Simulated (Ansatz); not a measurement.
**SbH2− (singlet): wave-function methods side by side at a displaced geometry (v1), def2-TZVPD**

The task here is to estimate one member of a computed series from the others.

Method: def2-TZVPD, core rule «outside noble gas», up to 9 orbitals frozen; program: Ansatz 0.2.0, Gaussian basis.

To be run: UHF; CCSD(T) on RHF; BCCD(T) on RHF; CCSDT(Q) on RHF; CASSCF and MRCISD+Q, 8 electrons in 6 orbitals; CASSCF and NEVPT2, 8 electrons in 6 orbitals.

16 further runs of the same task are left out: 8 that didn't finish, 8 set aside as unsound or not needed.

## The geometry

The geometry is a PBE0/def2-TZVPD stationary point (not a proven minimum) with its atoms shifted at random (size 0.040 Å). No spin-orbit coupling is included. Elements past krypton take def2 core potentials.

3 atoms, charge -1, spin multiplicity 1.

Atoms are counted from 1 here; the program's logs count them from 0.

Bond lengths: Sb1–H2 1.709 Å, Sb1–H3 1.798 Å. Angles: H2–Sb1–H3 91.0°.

The first run:

Contents of in.yaml:

```yaml
crystal:
  periodic: [false, false, false]
  atoms:
    - {symbol: Sb, position_ang: [-0.000377, -0.020013, 0.000529]}
    - {symbol: H, position_ang: [-0.001210, 1.179144, 1.218476]}
    - {symbol: H, position_ang: [0.046754, 1.238454, -1.282338]}
basis:
  gaussian: {orbitals: def2-TZVPD}
total_charge: -1
magnetization: {spin_polarized: true, initial_magnetization: 0}
hamiltonian: {xc: hf}
output: {orbitals: {seedname: orbitals}}
```

Command:

```sh
$ ansatz run in.yaml --threads 1 --pin off --events-out ev --progress --plain --max-ram 2393MiB
```

Among the steps run: UHF; CCSD(T) on RHF; BCCD(T) on RHF; CCSDT(Q) on RHF; CASSCF and MRCISD+Q, 8 electrons in 6 orbitals; CASSCF and NEVPT2, 8 electrons in 6 orbitals.

One of the session's tables, all rows but one given; the rest of the session is left out.

It belongs to the step «Misses and costs». 

```
          method  from RCCSDT(Q) (meV)
             RHF                     ?
            RMP2                +879.8
           RCCSD                +198.4
        RCCSD(T)                 +31.4
         BCCD(T)                 +30.8
          RCCSDT                  +8.2
       RCCSDT(Q)                     0
  CASSCF valence               +3636.8
  NEVPT2 valence               +1022.8
  MRCISD valence                +306.9
MRCISD+Q valence                 +34.7
```

**Question.** Estimate the row for RHF.

**Answer.** from RCCSDT(Q) (meV): +4582.0. In the column «from RCCSDT(Q) (meV)» it is the highest.
